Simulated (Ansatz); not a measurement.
# ZrWS3: from a guess to a relaxed structure

Where does this trial cell of ZrWS3 go when cell and atoms are let free?

Computed with Ansatz 0.2.0 (DFT PBE, scalar-relativistic, plane waves, PAW, unless a step's input says otherwise).

1 further run of the same task is left out (set aside as unsound or not needed).

**1. The starting structure**

It takes space group Pm-3m (No. 221, cubic). The conventional cell has a = 4.587 Å, b = 4.587 Å, c = 4.587 Å, α = 90.00°, β = 90.00°, γ = 90.00°. Around Zr (site symmetry m-3m) lie 12 S at 3.24 Å. W (site symmetry m-3m) is surrounded by 6 S at 2.29 Å. S (site symmetry 4/mmm) has 2 W at 2.29 Å and 4 Zr at 3.24 Å as nearest neighbours.

Coordinates:

```
CELL_PARAMETERS angstrom
4.58729 0.00000 0.00000
0.00000 4.58729 0.00000
0.00000 0.00000 4.58729
ATOMIC_POSITIONS crystal
Zr 0.00000 0.00000 0.00000
W 0.50000 0.50000 0.50000
S 0.00000 0.50000 0.50000
S 0.50000 0.50000 0.00000
S 0.50000 0.00000 0.50000
```

The cell is invented: species swapped into a database cell of YbRh3C (Pm-3m, No. 221), with Zr on the Yb sites, S on the Rh sites and W on the C sites. The dimensions are guesses.

**2. Probe: one point on a coarse mesh**

File input.yaml:

```yaml
crystal:
  lattice:
    - [4.58729326, 0.0, 0.0]
    - [0.0, 4.58729326, 0.0]
    - [0.0, 0.0, 4.58729326]
  atoms:
    - { symbol: Zr, position: [0.0, 0.0, 0.0] }
    - { symbol: W, position: [0.5, 0.5, 0.5] }
    - { symbol: S, position: [0.0, 0.5, 0.5] }
    - { symbol: S, position: [0.5, 0.5, 0.0] }
    - { symbol: S, position: [0.5, 0.0, 0.5] }
basis:
  ecutwfc: 420
kpoints:
  mp_grid: { grid: [4, 4, 4] }
hamiltonian:
  xc: pbe
scf:
  occupations: { method: gaussian, width: 0.1 }
  lower_state_search: "off"
output:
  forces: true
  stress: true
  eigenvalues: true
```

Command:

```bash
$ ansatz run input.yaml --threads 1 --pin off --max-ram 2560MiB --backend cpu --events-out ev --progress --plain --runs-dir out
```

The log of the run, shortened:

```text
[...]
SCF converged after 8 iterations
Free energy (F): -17274.502324 eV
[...]
E sigma→0 (E₀):  -17274.486699 eV
Entropy (-TS):   -0.031249 eV (-6.250 meV/atom)
Fermi energy:    12.134233 eV
[...]
--- Forces (eV/Å), atoms counted from 1 ---
  atom   1  Zr    -0.00000000     0.00000000     0.00000000
  atom   2  W      0.00000000    -0.00000000     0.00000000
  atom   3  S      0.00000000     0.00000000    -0.00000000
  atom   4  S      0.00000000    -0.00000000    -0.00000000
  atom   5  S      0.00000000    -0.00000000     0.00000000
[...]
--- Stress (GPa, compression-positive) ---
        4.239689      -0.000000       0.000000
        0.000000       4.239689       0.000000
       -0.000000       0.000000       4.239689
  P = ⅓ Tr σ = 4.2397 GPa (42.397 kbar)
--- Band table (eV; the first three rows and the last of 10) ---
  k-point 0: bands = ["-62.5737", "-38.8663", "-26.9698", "-26.9698", "-26.9698", "-16.7935", "-16.7935", "-16.7935", "-3.5238", "-1.6192", "-1.6192", "6.4860", "6.4860", "6.4860", "9.2823", "9.2823", "9.2823", "9.6473", "9.6473", "9.6473", "10.3653", "10.3653", "10.3653", "11.1239", [...]
[...]
```

Wall time 1.9 s (1 thread of Arm Neoverse V2, shared host); peak memory 0.35 GiB.

From the probe: pressure 4.2 GPa, largest force 0.00 eV/Å, gap on this mesh none (metal). A cheap, loose relaxation comes first.

**3. A loose first relaxation**

Changes to input.yaml since step 2:

```diff
@@ -24 +24,9 @@
   eigenvalues: true
+  populations: true
+magnetization:
+  spin_polarized: true
+relax:
+  adjacent_minimum: "off"
+  f_tol: 0.04
+  max_steps: 70
+  cell: { stress_tol: 0.4 }
```

Command:

```bash
$ ansatz run input.yaml --threads 1 --pin off --max-ram 2560MiB --backend cpu --events-out ev --progress --plain --runs-dir out
```

The log of the run, shortened:

```text
Warning: RAYON_NUM_THREADS=1 ignored (pool sized by the plan → 1); use --threads N
band count auto-derived: 30 (N_el = 44.0; filled up to band 22; 27 by the electrons, moments and atoms)
[...]
Pseudopotentials: kind: paw
Pseudopotential: Zr, paw, valence charge 12, recommended cutoff 420 eV (normal), Zr.paw.azcp
Pseudopotential: W, paw, valence charge 14, recommended cutoff 420 eV (normal), W.paw.azcp
Pseudopotential: S, paw, valence charge 6, recommended cutoff 420 eV (normal), S.paw.azcp
Functional definition: PBE
[...]
Crystal: 5 atoms, lattice volume = 96.532 Å³
Basis set: ecut = 420 eV, 1863 PW (Γ), exchange–correlation on 64×64×64 points (8 copies of the dense FFT grid, shifted against one another)
Bands: 30, of which v1, the nominal top of the filled ones, is band 22 counted from 1 (21 counted from 0)
Symmetry: 48 space group operations
[...]
--- Relaxed structure (3 steps of the walk, 3 accepted, 1 SCFs on fresh bases) ---
  F+E_penalty+E_count = -17274.58185034 eV   max|allowed force component| = 4.628e-30 eV/Å   (the final SCF, on the basis selected at the relaxed cell)
  cell:  # Å, volume = 100.4573 Å³
    - [4.648653335718588, 1.277934765181947e-33, -6.419766481290786e-34]
    - [1.277934765181947e-33, 4.648653335718588, 0.0]
    - [-6.419766481290786e-34, 0.0, 4.648653335718588]
  atoms:
    - { symbol: Zr, position: [7.906989713421257e-35, 4.810668520293491e-37, -4.8106685203413514e-36] }
    - { symbol: W, position: [0.5, 0.5, 0.5] }
    - { symbol: S, position: [-2.2391475294665267e-35, 0.5, 0.5] }
    - { symbol: S, position: [0.5, 0.5, 1.749334007392808e-36] }
    - { symbol: S, position: [0.5, 4.373335018384571e-38, 0.5] }
--- Löwdin populations: 5 sites ---
  site symbol       q [e]    m [muB]
     0     Zr     11.1835     1.1550
     1      W     13.6519    -0.0219
     2      S      6.2893    -0.0623
     3      S      6.2893    -0.0623
     4      S      6.2893    -0.0623
  spilling = 0.006741 (of n_electrons = 44.000000)
```

It took 15 s on 1 thread of Arm Neoverse V2, shared host; peak memory 0.39 GiB.

The steps of the relaxation:

```csv
step,energy from step 1 (eV/cell),largest force component (eV/Å),pressure (GPa),volume (Å³)
1,0.0000,0.0000,4.87,96.53
2,-0.0555,0.0000,-0.63,100.99
3,-0.0567,0.0000,-0.04,100.46
4,-0.0572,0.0000,-0.04,100.46
```

Step 1 is the start. Step 4 repeats the geometry before it on a plane-wave basis chosen anew for that cell, so its energy need not be comparable with the rows above.

|  | before | after | change |
| --- | --- | --- | --- |
| a (Å) | 4.587 | 4.649 | +1.3 % |
| b (Å) | 4.587 | 4.649 | +1.3 % |
| c (Å) | 4.587 | 4.649 | +1.3 % |
| volume (Å³/atom) | 19.31 | 20.09 | +4.1 % |
| shortest distance (Å) | 2.294 | 2.324 | +1.3 % |
| space group (0.01 Å) | Pm-3m | Pm-3m | same |

Forces and stress were held to the start's 48 operations: a distortion of lower symmetry was not tested.

Per atom:

| atom | moment in the atom's sphere (μB) | Löwdin electrons |
| --- | --- | --- |
| Zr1 | 0.86 | 11.18 |
| W2 | -0.01 | 13.65 |
| S3 | -0.04 | 6.29 |
| S4 | -0.04 | 6.29 |
| S5 | -0.04 | 6.29 |

The Löwdin counts miss 0.30 of the 44 electrons, which the atomic orbitals do not span, so they are no charges.

**4. Relaxation on the finer mesh**

The end of the coarse run is made exact in the group found at a tolerance of 0.06 Å and reduced to its primitive cell.

File input.yaml:

```yaml
crystal:
  lattice:
    - [4.6486533357, 0.0, 0.0]
    - [0.0, 4.6486533357, 0.0]
    - [0.0, 0.0, 4.6486533357]
  atoms:
    - { symbol: Zr, position: [0.0, 0.0, 0.0], spin: 0.94 }
    - { symbol: W, position: [0.5, 0.5, 0.5] }
    - { symbol: S, position: [0.0, 0.5, 0.5] }
    - { symbol: S, position: [0.5, 0.5, 0.0] }
    - { symbol: S, position: [0.5, 0.0, 0.5] }
basis:
  ecutwfc: 420
kpoints:
  mp_grid: { grid: [8, 8, 8] }
hamiltonian:
  xc: pbe
scf:
  occupations: { method: gaussian, width: 0.1 }
output:
  forces: true
  stress: true
  eigenvalues: true
  populations: true
  write_density: true
  write_potential: true
  elf: true
  volumetric_format: npy
magnetization:
  spin_polarized: true
relax:
  adjacent_minimum: "off"
  f_tol: 0.01
  max_steps: 80
  cell: { stress_tol: 0.05 }
```

Command:

```bash
$ ansatz run input.yaml --threads 1 --pin off --max-ram 2560MiB --backend cpu --events-out ev --progress --plain --runs-dir out
```

The log of the run, shortened:

```text
Warning: RAYON_NUM_THREADS=1 ignored (pool sized by the plan → 1); use --threads N
[...]
[... 5 set-up lines as earlier in the session ...]
[...]
Crystal: 5 atoms, lattice volume = 100.457 Å³
Basis set: ecut = 420 eV, 1935 PW (Γ), exchange–correlation on 64×64×64 points (8 copies of the dense FFT grid, shifted against one another)
Bands: 28, of which v1, the nominal top of the filled ones, is band 22 counted from 1 (21 counted from 0)
[... 1 set-up line as earlier in the session ...]
Space group: Pm-3m (ITA 221), of the structure as read, at distance tolerance 4.6e-5 Å
Magnetic group: BNS 221.92 (UNI 1594), of the structure as read, at distance tolerance 4.6e-5 Å
[...]
--- Relaxed structure (2 steps of the walk, 2 accepted, 1 SCFs on fresh bases) ---
  F+E_penalty+E_count = -17274.68417265 eV   max|allowed force component| = 1.580e-29 eV/Å   (the final SCF, on the basis selected at the relaxed cell)
  cell:  # Å, volume = 100.6912 Å³
    - [4.652258775447336, -7.397777781174928e-36, -4.0123540508067405e-35]
    - [-7.397777781174928e-36, 4.652258775447336, 0.0]
    - [-4.0123540508067405e-35, 0.0, 4.652258775447336]
  atoms:
    - { symbol: Zr, position: [3.161183605201411e-36, -1.9420240578029148e-37, -2.7512007485541292e-37] }
    - { symbol: W, position: [0.5, 0.5, 0.5] }
    - { symbol: S, position: [-3.991938341039316e-37, 0.5, 0.5] }
    - { symbol: S, position: [0.5, 0.5, 7.552315780344683e-38] }
    - { symbol: S, position: [0.5, 2.238722177745027e-37, 0.5] }
--- Löwdin populations: 5 sites ---
  site symbol       q [e]    m [muB]
     0     Zr     11.2010     1.5392
     1      W     13.6425     0.2358
     2      S      6.2860    -0.0579
     3      S      6.2860    -0.0579
     4      S      6.2860    -0.0579
  spilling = 0.006783 (of n_electrons = 44.000000)
```

Run time: 43 s. Hardware: 1 thread of Arm Neoverse V2, shared host; peak memory 0.51 GiB.

Step by step:

```
step  E - E(step 1) (eV/cell)  largest force component (eV/Å)  pressure (GPa)  volume (Å³)
   1                   0.0000                          0.0000            0.23       100.46
   2                  -0.0001                          0.0000           -0.03       100.69
   3                  -0.0001                          0.0000           -0.03       100.69
```

Step 1 is the start. Step 3 repeats the geometry before it on a plane-wave basis chosen anew for that cell, so its energy need not be comparable with the rows above.

|  | before | after | change |
| --- | --- | --- | --- |
| a (Å) | 4.649 | 4.652 | +0.1 % |
| b (Å) | 4.649 | 4.652 | +0.1 % |
| c (Å) | 4.649 | 4.652 | +0.1 % |
| volume (Å³/atom) | 20.09 | 20.14 | +0.2 % |
| shortest distance (Å) | 2.324 | 2.326 | +0.1 % |
| space group (0.01 Å) | Pm-3m | Pm-3m | same |

The run keeps the 48 symmetry operations of the start, so it could not have lowered the symmetry.

Site by site:

| atom | moment in the atom's sphere (μB) | Löwdin electrons |
| --- | --- | --- |
| Zr1 | 1.12 | 11.20 |
| W2 | 0.15 | 13.64 |
| S3 | -0.03 | 6.29 |
| S4 | -0.03 | 6.29 |
| S5 | -0.03 | 6.29 |

The Löwdin counts miss 0.30 of the 44 electrons, which the atomic orbitals do not span, so they are no charges.

Density in a lattice plane of the grid's cell (edges 4.65 and 4.65 Å, at 0.500 of the third edge), which holds W and S.

Ten even steps from '0' (-0.03 e/Å³) to '9' (5.30 e/Å³):
```
000000001211011210000000
000000001122222110000000
000000000112221100000000
000000000111111100000000
000000000011111000000000
110000000111111100000001
111110001234543210001111
112111012468886421011121
012211113699899631111221
001221113798689731112210
012211113699899631111221
112111012468886421011121
111110001234543210001111
110000000111111100000001
000000000011111000000000
000000000111111100000000
000000000112221100000000
000000001122222110000000
000000001211011210000000
000000011210001211000000
```
Columns run along the first of these edges and rows up along the second, over one cell in 24 and 20 even steps from the bottom left corner. Atoms in the plane (fractional): W at (0.50, 0.50), S at (1.00, 0.50), S at (0.50, 0.00).

ELF in the same plane.

Ten even steps from ' ' (0.00) to '@' (0.84):
```
      ..::++##@@@@@@**::..::**@@@@@@##++::..    
....    ..--**%%@@@@@@##**##@@@@@@%%**--..    ..
::........::==**%%@@@@@@@@@@@@@@%%**==::........
++==--::....::==**##%%%%%%%%%%##**==::....::--==
%%%%##++--::::::--==============--::::::--++##%%
@@@@@@%%**==::::::::::------::::::::::==**%%@@@@
@@@@@@@@%%**--::::==++******++==::::--**%%@@@@@@
**##%%@@@@##==::==##%%######%%##==::==##@@@@%%##
..::**@@@@%%==::++%%##==::==##%%++::==%%@@@@**::
    ==@@@@%%==::++%%**..  ..**%%++::==%%@@@@==  
..::**@@@@%%==::++%%##==::==##%%++::==%%@@@@**::
**##%%@@@@##==::==##%%######%%##==::==##@@@@%%##
@@@@@@@@%%**--::::==++******++==::::--**%%@@@@@@
@@@@@@%%**==::::::::::------::::::::::==**%%@@@@
%%%%##++--::::::--==============--::::::--++##%%
++==--::....::==**##%%%%%%%%%%##**==::....::--==
::........::==**%%@@@@@@@@@@@@@@%%**==::........
....    ..--**%%@@@@@@##**##@@@@@@%%**--..    ..
      ..::++##@@@@@@**::..::**@@@@@@##++::..    
      ..::++%%@@@@%%==      ==%%@@@@%%++::..    
```
Columns run along the first of these edges and rows up along the second, over one cell in 24 and 20 even steps from the bottom left corner. Atoms in the plane (fractional): W at (0.50, 0.50), S at (1.00, 0.50), S at (0.50, 0.00).

Both are smooth fields of the valence electrons: close to the nuclei they are not physical.

Spin density (up less down) in a lattice plane of the grid's cell (edges 4.65 and 4.65 Å, at 0.500 of the third edge), which holds W and S.

Ten even steps from '0' (-0.02 e/Å³) to '9' (0.05 e/Å³):
```
444333210012321001233344
443333221123332112233334
333332222223432222223333
333322222333333322222333
222222333333333333322222
111222334554345543322211
001123345775457754332110
001223346997579964332210
222333345787678754333322
333443333456765433334433
222333345787678754333322
001223346997579964332210
001123345775457754332110
111222334554345543322211
222222333333333333322222
333322222333333322222333
333332222223432222223333
443333221123332112233334
444333210012321001233344
444333210002320001233344
```
Columns run along the first of these edges and rows up along the second, over one cell in 24 and 20 even steps from the bottom left corner. Atoms in the plane (fractional): W at (0.50, 0.50), S at (1.00, 0.50), S at (0.50, 0.00).

Outside the cores ELF peaks at 0.85 in the shell around S, 0.8 Å from S.

**5. What came out**

```
                              quantity                                                                      value
symmetry at the end (tolerance 0.05 Å)                                                space group Pm-3m (No. 221)
                     conventional cell  a = 4.652 Å, b = 4.652 Å, c = 4.652 Å, α = 90.00°, β = 90.00°, γ = 90.00°
                                volume                                                              20.14 Å³/atom
              energy over the elements                                                              +0.03 eV/atom
                       gap on the mesh                                                               none (metal)
                          total moment                                                               1.63 μB/cell
```

In words: The space group Pm-3m (No. 221) is kept, and the volume per atom grows by 4.3 % from the first guess. The formation energy of this structure is too near zero to say whether it is bound against the elements. No finished test with a distortion of lower symmetry is shown, so the end may be a saddle point. The runs treat W without spin-orbit coupling. Other magnetic orders were not searched.
